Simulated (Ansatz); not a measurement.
## BaMg7 under changes of volume

One of the cells (27.681 Å³/atom); the others are scaled copies at fixed shape and fractional positions:

```
CELL_PARAMETERS angstrom
6.94287 0.00000 0.00000
-3.47144 6.01271 0.00000
0.00000 0.00000 5.30464
ATOMIC_POSITIONS crystal
Ba 0.00000 0.00000 0.50000
Mg 0.66667 0.33333 0.00000
Mg 0.63965 0.81983 0.00000
Mg 0.18018 0.81983 0.00000
Mg 0.18018 0.36035 0.00000
Mg 0.49416 0.98832 0.50000
Mg 0.49416 0.50584 0.50000
Mg 0.01168 0.50584 0.50000
```

The cell comes from a database or a generator and needn't be the stable form of this composition.

- Program: Ansatz 0.2.0
- Functional: PBE
- Potentials or basis: Ansatz PAW
- Cutoff: 420 eV (not typed: the program's choice for these potentials)
- k mesh: 5 × 5 × 5
- Occupations: fermi-dirac, width 0.05 eV
- Spin: no spin polarisation

```csv
volume (Å³/atom),energy over the lowest point (meV/atom),pressure (GPa),largest force (eV/Å)
26.020,9.01,1.8,0.030
26.573,3.91,1.2,0.046
27.127,0.98,0.6,0.061
27.681,0.00,0.0,0.074
28.234,?,?,?
28.788,3.18,-0.9,0.098
29.341,7.02,-1.3,0.107
```

Question: What does the run at 28.234 Å³/atom give?

Answer: Energy over the lowest point 0.79 meV/atom; pressure -0.4 GPa; largest force 0.087 eV/Å.

Worked out: A Birch-Murnaghan fit of order 3 (a polynomial in V^(-2/3)) to the other rows has its minimum at 27.70 Å³/atom with B0 = V·E''(V) = 26 GPa and B' = 4.0 at fixed shape and positions, which overstates the stiffness. It gives 0.79 meV/atom at 28.234 Å³/atom, against the run's 0.79, and -dE/dV = -0.5 GPa, against -0.4.

Energies are extrapolated to zero smearing.
